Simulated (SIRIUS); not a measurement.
GaGe:

```xyz
2
Lattice="0.0000 2.8978 2.8978 2.8978 0.0000 2.8978 2.8978 2.8978 0.0000" Properties=species:S:1:pos:R:3 pbc="T T T"
Ge    0.0000    0.0000    0.0000
Ga    1.4489    1.4489    1.4489
```

The cell comes from a database or a generator and needn't be the stable form of this composition.

Base run:

| Property | Result |
| --- | --- |
| Program | SIRIUS 7.12.0 |
| Functional | HLE16 |
| Potentials or basis | PseudoDojo 0.4.1 PBE standard (scalar relativistic) |
| Cutoff | 1102 eV |
| Density cutoff | 4408 eV |
| k mesh | 7 × 7 × 7 |
| Occupations | fermi-dirac, width 0.05 eV |
| Spin | no spin polarisation |

Its results: band gap on the k mesh none (metal or under the smearing width); pressure -5.7 GPa.

The run is repeated on the same cell with these changes: functional from HLE16 to BLYP; libxc names from ["XC_GGA_XC_HLE16"] to ["XC_GGA_X_B88", "XC_GGA_C_LYP"]. What comes out?

Band gap on the k mesh none (metal or under the smearing width); pressure 3.0 GPa.

Caveats: the potentials were made for another functional, which shifts forces and pressure; the potentials were made for a functional far from this one (some runs).
